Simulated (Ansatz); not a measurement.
MoPd, space group P-6m2: an equation of state with a fit, run with Ansatz 0.2.0 through its Python package.

`eos_mopd.py`:
```python
"""Bulk modulus of MoPd from an E(V) curve."""

import logging
import sys

import ansatz as az
import numpy as np

logging.basicConfig(stream=sys.stdout, format="[%(levelname)s] %(message)s")
logger = logging.getLogger("ansatz_job")
logger.setLevel(logging.INFO)

VECTORS = np.array([
    [2.793896, 0.0, 0.0],
    [-1.396948, 2.419585, 0.0],
    [0.0, 0.0, 4.566371],
])
SITES = [
    ("Mo", [2 / 3, 1 / 3, 0.5]),
    ("Pd", [1 / 3, 2 / 3, 0.0]),
]


def crystal_on(cell):
    crystal = az.Crystal(lattice=az.Lattice.of(cell))
    for symbol, position in SITES:
        crystal = crystal.atom(symbol, position)
    return crystal

# scale the volume, keep shape and fractions
volumes, energies = [], []
for scale in np.linspace(0.88, 1.12, 7):
    cell = VECTORS * scale ** (1 / 3)
    base = crystal_on(cell).calculation()
    base = base.functional(az.Functional.LDA)
    base = base.occupations("methfessel_paxton", width=50 * az.meV)
    base = base.basis(500)
    base = base.kpoints(9, 9, 5)
    rep = base.run().report
    volumes.append(abs(np.linalg.det(cell)) / len(SITES))
    energies.append(rep["free_energy_ev"] / len(SITES))
    logger.info(f"V = {volumes[-1]:8.4f} A^3/atom  F = {energies[-1]:.5f} eV/atom")

# third-order Birch-Murnaghan: a cubic in V^(-2/3)
x = np.array(volumes) ** (-2 / 3)
poly = np.polynomial.Polynomial.fit(x, energies, 3).convert()
roots = poly.deriv().roots()
x0 = min((r.real for r in roots if abs(r.imag) < 1e-9 and poly.deriv(2)(r.real) > 0), key=lambda r: abs(r - x.mean()))
v0 = x0 ** -1.5
b0 = 4 / 9 * poly.deriv(2)(x0) * v0 ** (-7 / 3) * 160.21766
b1 = 4 + 2 / 3 * x0 * poly.deriv(3)(x0) / poly.deriv(2)(x0)
logger.info(f"V0 = {v0:.4f} A^3/atom, B0 = {b0:.1f} GPa, dB/dP = {b1:.2f}")
```

From its runs, with one value withheld:

| V (Å³/atom) | F less the lowest row shown (meV/atom) |
| --- | --- |
| 13.582 | 43.56 |
| 14.200 | 0.00 |
| 14.817 | 5.28 |
| 15.434 | 48.77 |
| 16.052 | 121.84 |
| 16.669 | 217.92 |
| 17.287 | ? |

What is the missing energy at 17.287 Å³ an atom?

A third-order Birch-Murnaghan fit, E = E0 + (9 V0 B0 / 16) [(t - 1)³ B' + (t - 1)² (6 - 4t)] with t = (V0/V)^(2/3), through the 6 rows shown gives V0 = 14.427 Å³, B0 = 269.2 GPa, B' = 4.85 and E0 = -3.12 meV. At V = 17.287 Å³, t = 0.88641, and the fit extrapolates to 331.79 meV. The run gave 331.82 meV, a miss of 0.03 meV.

Shape and fractional positions are held along the curve, so the bulk modulus is an upper value where they are free to relax, by a factor of two or more in layered or hydrogen-bonded cells. For a metal this k-point mesh is coarse: on a finer one energies can move by several to tens of meV an atom and pressures by half a GPa or more, differences at one mesh by less. This cell is a computed structure, which may not be the phase found in nature. It ran for 6.9 s on 1 thread of Intel(R) Xeon(R) 6975P-C (Granite Rapids), on a shared host, peak memory 0.42 GiB.
